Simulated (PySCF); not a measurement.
# CH8GeSi: the cost of one run

Programs: PySCF 2.14.0, with routines of our own; each step states its level. All values are computed. Atoms count from 0.

## 1. The starting structure

11 atoms, charge 0, multiplicity 1; geometry from: GFN2-xTB.

## 2. Geometry optimisation at PBE0-D3(BJ)/def2-SVP

What the job is given:

```
{"job": {"xc": "PBE0", "basis": "def2-SVP", "d3": "d3bj", "grid": 1, "maxiter": 30, "shake": 0.01, "kind": "geom"}, "charge": 0, "multiplicity": 1}
Si     1.517420     0.648350     0.009210
C      0.247870    -0.761060    -0.137100
Ge    -1.631820    -0.184840     0.064340
H      2.881570     0.134180    -0.170620
H      1.222830     1.657090    -1.050670
H      1.376130     1.304390     1.322150
H      0.483310    -1.512050     0.622160
H      0.379360    -1.240690    -1.108030
H     -2.009340     0.821310    -0.948950
H     -1.856870     0.447990     1.416580
H     -2.572350    -1.340490    -0.034750
```

Command:

```sh
$ OMP_NUM_THREADS=1 python heavy_run.py task.json out
```

The driver reads the jobs from task.json and runs them one after another.

Q: Estimate the wall time and peak memory of this first job on 1 thread of Arm Neoverse V1, shared host.

About 19 s, with a peak of 0.48 GiB.
